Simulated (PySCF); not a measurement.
# Br3H3MoS3 ([MoBr3(SH)3]3-): the cost of one run

Programs: PySCF 2.14.0, with routines of our own; each step states its level. All values are computed. Atoms count from 0.

### Step 1. The starting structure

10 atoms, charge -3, states of the metal's open shell are computed; geometry from: model geometry, bond lengths from ionic radii.

### Step 2. Ligand-field states: state-averaged CASSCF in water

The job: settings as JSON, then the geometry in Å.

```
{"job": {"kind": "lf", "basis": {"metal": "x2c-TZVPall", "ligand": "x2c-SVPall"}, "nevpt": true, "solvent": "water"}, "charge": -3, "metal": "Mo", "open_shell": "d3"}
Mo     0.000000     0.000000     0.000000
Br     0.000000     0.000000     2.550000
S      0.000000     0.000000    -2.430000
H     -1.320000     0.000000    -2.680000
Br     2.550000     0.000000     0.000000
S     -2.430000     0.000000     0.000000
H     -2.680000    -1.320000     0.000000
Br     0.000000     2.550000     0.000000
S     -0.000000    -2.430000     0.000000
H     -0.000000    -2.680000    -1.320000
```

Method: state-averaged CASSCF of the metal d shell, SC-NEVPT2 on the averaged canonical orbitals, state-interaction spin-orbit coupling.

Run with:

```
$ OMP_NUM_THREADS=1 python lf_run.py task.json out
```

The driver reads the jobs from task.json and runs them one after another.

**Question.** How long does this first job take on 1 thread of Arm Neoverse V2, shared host, and how much memory does it need?

About 97 s, with a peak of 0.74 GiB.
